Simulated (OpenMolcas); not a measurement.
# SnBr4 (stannic bromide): revPBE/ANO-RCC-VDZ (DKH2)

Aim: the vertical electron affinity of SnBr4 (stannic bromide) at revPBE/ANO-RCC-VDZ (DKH2), from 2 runs. 

Program for the calculation: OpenMolcas 26.06.

### 1 The system as given

SnBr4: 5 atoms, total charge 0, spin state singlet. As SMILES, `[Br][Sn]([Br])([Br])[Br]`. Geometry: a GFN2-xTB relaxation, a rough one for these elements and not checked as a minimum.

Bond lengths: Br1–Sn2 2.551 Å, Sn2–Br3 2.553 Å, Sn2–Br4 2.552 Å, Sn2–Br5 2.552 Å. Angles: Br1–Sn2–Br3 109.5°, Br1–Sn2–Br4 109.5°, Br1–Sn2–Br5 109.5°, Br3–Sn2–Br4 109.4°, Br3–Sn2–Br5 109.4°, Br4–Sn2–Br5 109.5°.

### 2 A single-point energy at revPBE/ANO-RCC-VDZ (DKH2)

File struct.xyz:

```xyz
5

Br    -1.160910     0.012930     2.272230
Sn    -0.000940     0.000260     0.000740
Br     2.158970    -1.352070     0.155310
Br    -1.541880    -1.056480    -1.737450
Br     0.544750     2.395350    -0.690830
```

File job.inp:

```
* Br4Sn Kohn-Sham DFT

&GATEWAY
  Coord
  struct.xyz
  Basis
  ANO-RCC-VDZ
  Group
  NoSym

&SEWARD
  GridInput
  Grid=Coarse
  End of Grid

&SCF
  KSDFT
  revPBE
  PrOrbitals
  1 1
```

The run is started by

```sh
$ export MOLCAS_MEM=1860
$ pymolcas job.inp > job.log
```

What it wrote:

```text
--- Start Module: gateway ---
[...]
--- Stop Module: gateway /rc=_RC_ALL_IS_WELL_ ---
--- Start Module: seward ---
[...]
      Basis functions          119
--- Stop Module: seward /rc=_RC_ALL_IS_WELL_ ---
[...]
--- Start Module: scf ---
[...]
       Convergence after  10 Iterations
[...]
::    Total KS-DFT energy                          -16599.0753571191
[...]
      Total spin, S                                     0.0000000000
[...]
      Total electronic charge=  190.000000
      Total            charge=   -0.000000
[...]
      Dipole Moment (debye):
      Origin of the operator (angstrom)=   -0.0001    0.0000    0.0001
                   X= -1.0133E-02               Y=  2.1855E-04               Z=  5.6889E-03           Total=  1.1623E-02
      Quadrupole Moment (debye*angstrom):
[...]
--- Stop Module: scf /rc=_RC_ALL_IS_WELL_ ---
[...]
```

It took 63 s on 1 thread of AMD EPYC 7B13 (Zen 3), shared host; peak memory 0.78 GiB.

### 3 The doublet anion

struct.xyz is that of step 2.

File job.inp:

```
* Br4Sn Kohn-Sham DFT
>>> EXPORT MOLCAS_PRINT=2
&GATEWAY
Coord=struct.xyz
Basis=ANO-RCC-VDZ
Group=NoSym
&SEWARD
GridInput
Grid=Coarse
End of Grid
&SCF
UHF
Charge=-1
Spin=2
KSDFT=revPBE
PrOrbitals=1 1
```

The run is started by

```sh
$ export MOLCAS_MEM=1860
$ pymolcas job.inp > job.log
```

What it wrote:

```text
--- Start Module: gateway ---
[...]
--- Stop Module: gateway /rc=_RC_ALL_IS_WELL_ ---
--- Start Module: seward ---
[...]
      Basis functions          119
--- Stop Module: seward /rc=_RC_ALL_IS_WELL_ ---
[...]
--- Start Module: scf ---
[...]
       Convergence after  16 Iterations
[...]
::    Total KS-DFT energy                          -16599.1911016909
[...]
      Total spin, S                                     0.5001620910
[...]
      Total electronic charge=  191.000000
      Total            charge=   -1.000000
[...]
      Dipole Moment (debye):
      Origin of the operator (angstrom)=   -0.0001    0.0000    0.0001
                   X= -1.1648E-02               Y=  3.1729E-03               Z=  6.8848E-03           Total=  1.3898E-02
      Center of Charge (angstrom)
[...]
--- Stop Module: scf /rc=_RC_ALL_IS_WELL_ ---
[...]
```

Wall time 68 s (1 thread of AMD EPYC 7B13 (Zen 3), shared host); peak memory 0.78 GiB.

### 4 Summary of results

Level: revPBE/ANO-RCC-VDZ (DKH2).

```
                                         quantity            value
                      singlet SnBr4: total energy  -16599.07536 Eh
                     singlet SnBr4: dipole moment           0.01 D
                       singlet SnBr4: HOMO energy         -7.82 eV
                       singlet SnBr4: LUMO energy         -5.56 eV
                     singlet SnBr4: HOMO–LUMO gap          2.27 eV
                      doublet anion: total energy  -16599.19110 Eh
doublet anion: HOMO energy (highest over α and β)         -0.75 eV
 doublet anion: LUMO energy (lowest over α and β)         -0.41 eV
                              doublet anion: ⟨S²⟩            0.750
vertical electron affinity (to the doublet anion)         3.150 eV
```

**Reading.** At fixed nuclei the extra electron is bound by 3.15 eV (304 kJ/mol). Mulliken charges (doublet anion) run from -0.37 on Br3 to +0.48 on Sn2; they depend strongly on the basis.
